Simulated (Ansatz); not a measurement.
The system is NbPd4.

```
Pd Nb
1.0
     1.41760    0.81845   11.49527
    -1.41760    0.81845   11.49527
     0.00000   -1.63690   11.49527
Pd Nb
4 1
Direct
  0.60062 0.60062 0.60062
  0.19992 0.19992 0.19992
  0.80008 0.80008 0.80008
  0.39938 0.39938 0.39938
  0.00000 0.00000 0.00000
```

The cell comes from a database or a generator and needn't be the stable form of this composition.

Below is the output of Ansatz 0.2.0 for this cell. Logs are shortened: lines on timing, memory, paths and dates and some standing lists are left out, and cuts for length are marked.

```text
Warning: RAYON_NUM_THREADS=2 ignored (pool sized by the plan → 2); use --threads N
basis.fft_grid_basis auto: the FFT boxes are laid along the combinations [[1, 0, -1], [0, 1, -1], [0, 0, 1]] of the cell's own vectors, 2.835, 2.835 and 11.611 Å long. The dense box has 32×32×128 points. Along the cell's own vectors, as sized, it would have 128×128×128, 16.00 times as many. Of the 12 symmetry operations that the crystal satisfies within crystal.symmetry.tolerance (time reversal apart; of a slab, those that keep its plane) the dense box along the cell's own vectors carries 12, and the one as laid loses 8 of those. basis.fft_grid_basis: typed keeps the cell's own vectors: state it where this run's energies or levels are differenced outside the engine with another run's, or held beside a run that keeps those vectors.
Engine: ansatz 0.2.0, aarch64-unknown-linux-gnu
Pseudopotentials: kind: nc
Pseudopotential: Pd, nc, valence charge 18, recommended cutoff 1115.666836 eV (normal), Pd.nc.azcp (PseudoDojo's, or run here from an input of PseudoDojo's; its table is named by hamiltonian.pseudopotentials.accuracy)
Pseudopotential: Nb, nc, valence charge 13, recommended cutoff 1115.666836 eV (normal), Nb.nc.azcp (PseudoDojo's, or run here from an input of PseudoDojo's; its table is named by hamiltonian.pseudopotentials.accuracy)
Functional definition: PBEsol
  exchange = pbesol_x
  correlation = pbesol_c
Crystal: 5 atoms, lattice volume = 80.023 Å³
[... 139 lines left out ...]
  P = ⅓ Tr σ = -0.0322 GPa (-0.322 kbar)
--- Band table (eV; the first three rows and the last of 146) ---
  k-point 0: bands = ["-64.6015", "-64.6015", "-63.9507", "-63.9249", "-34.8700", "-30.5197", "-30.5130", "-30.1269", "-30.1269", "-30.1269", "-30.1269", "-29.7432", "-29.5796", "-29.5796", "-29.5509", "-29.5509", "-29.5481", "-11.0635", "-10.0151", "-10.0151", "12.6712", "13.7967", "14.1158", "14.6504", "14.6914", "16.5340", "16.8409", "16.8409", "16.9087", "16.9087", "17.1041", "17.2598", "17.2598", "17.3133", "17.3133", "17.8553", "18.1348", "18.1348", "18.2251", "18.2251", "18.8800", "18.8800", "19.5959", "19.6399", "19.6399", "19.9165", "20.5267", "20.5267", "23.7128", "23.7128", "28.7911"]
  k-point 1: bands = ["-64.5989", "-64.5989", "-63.9476", "-63.9228", "-34.8467", "-30.5162", "-30.5099", "-30.1505", "-30.1504", "-30.1326", "-30.1326", "-29.7386", "-29.6060", "-29.5861", "-29.5725", "-29.5557", "-29.5452", "-11.0410", "-10.1634", "-10.0478", "12.9455", "14.0251", "14.3538", "14.8587", "14.9109", "16.4050", "16.6875", "16.7431", "16.9606", "16.9943", "17.0729", "17.1425", "17.3478", "17.3617", "17.4568", "17.8208", "17.9106", "18.0753", "18.1225", "18.2294", "18.6638", "18.9124", "18.9974", "19.6304", "19.6467", "20.4005", "20.8033", "21.1896", "23.6412", "23.8916", "28.9656"]
  k-point 2: bands = ["-64.5919", "-64.5919", "-63.9394", "-63.9172", "-34.7837", "-30.5070", "-30.5014", "-30.2134", "-30.2131", "-30.1480", "-30.1479", "-29.7304", "-29.6693", "-29.6259", "-29.6034", "-29.5687", "-29.5455", "-10.9802", "-10.5498", "-10.1345", "13.6919", "14.5683", "14.8745", "15.2082", "15.4558", "16.0874", "16.3885", "16.5285", "16.6090", "16.8354", "17.3072", "17.3581", "17.4505", "17.5031", "17.6038", "17.6417", "17.6885", "17.9985", "18.0629", "18.3260", "18.4290", "18.9462", "19.2320", "19.6353", "19.6535", "20.4450", "21.6348", "22.7361", "23.4526", "24.3424", "29.3550"]
  k-point 145: bands = ["-64.5989", "-64.5989", "-63.9476", "-63.9228", "-34.8467", "-30.5179", "-30.5081", "-30.1506", "-30.1503", "-30.1326", "-30.1326", "-29.7387", "-29.6060", "-29.5861", "-29.5725", "-29.5557", "-29.5452", "-11.0410", "-10.1634", "-10.0478", "13.2603", "13.3393", "14.6487", "14.7585", "15.1587", "16.6483", "16.7747", "16.8660", "16.9390", "17.0038", "17.0687", "17.0707", "17.1895", "17.3733", "17.4349", "17.4379", "17.8891", "17.9801", "18.0312", "18.3586", "18.6429", "18.8893", "19.1942", "19.6133", "19.6595", "20.2068", "20.8089", "21.4366", "23.6421", "24.1154", "27.9223"]
--- Relaxed structure (5 steps of the walk, 4 accepted, 1 SCFs on fresh bases) ---
  F+E_penalty+E_count = -16373.81770398 eV   max|allowed force component| = 2.337e-3 eV/Å   (the final SCF, on the basis selected at the relaxed cell)
  cell:  # Å, volume = 75.4104 Å³
    - [1.3876156179984742, 0.8011402505831454, 11.305823762209814]
    - [-1.3876156179984742, 0.8011402505831454, 11.305823762209814]
    - [-3.462864494567709e-33, -1.6022805011662966, 11.305823762209814]
  atoms:
    - { symbol: Pd, position: [0.6003263091122807, 0.6003263091122807, 0.6003263091122805] }
    - { symbol: Pd, position: [0.19988367678782284, 0.19988367678782284, 0.19988367678782282] }
    - { symbol: Pd, position: [0.8001163232121773, 0.8001163232121773, 0.8001163232121772] }
    - { symbol: Pd, position: [0.39967369088771953, 0.39967369088771953, 0.3996736908877194] }
    - { symbol: Nb, position: [9.903314358009283e-21, 9.90331435800931e-21, 9.903314358009298e-21] }
```

Q: Write the input and the command behind it.

A: Relaxation of cell and atoms with PBEsol, no spin polarisation. The files as run (others can give the same):

input.yaml
```yaml
crystal:
  lattice:
    - [1.4176001398, 0.8184518223, 11.4952655238]
    - [-1.4176001398, 0.8184518223, 11.4952655238]
    - [0.0, -1.6369036446, 11.4952655238]
  atoms:
    - { symbol: Pd, position: [0.600621, 0.600621, 0.600621] }
    - { symbol: Pd, position: [0.199916, 0.199916, 0.199916] }
    - { symbol: Pd, position: [0.800084, 0.800084, 0.800084] }
    - { symbol: Pd, position: [0.399379, 0.399379, 0.399379] }
    - { symbol: Nb, position: [0.0, 0.0, 0.0] }
hamiltonian:
  xc: pbesol
  pseudopotentials: { kind: nc, accuracy: standard }
kpoints:
  mp_grid: { grid: [11, 11, 11] }
scf:
  occupations: { method: fermi_dirac, width: 0.05 }
output:
  forces: true
  stress: true
  eigenvalues: true
relax:
  f_tol: 0.01
  max_steps: 40
  cell: { stress_tol: 0.05 }
```

Potentials or basis: PseudoDojo standard (PBEsol files).
Command:
```console
$ ansatz run input.yaml --threads 2 --pin off --max-ram 5632MiB --backend cpu --events-out ev --progress --plain --runs-dir out
```

Caveat: the plane-wave basis is chosen anew once the cell has moved, so the energies of steps on either side of that aren't comparable.
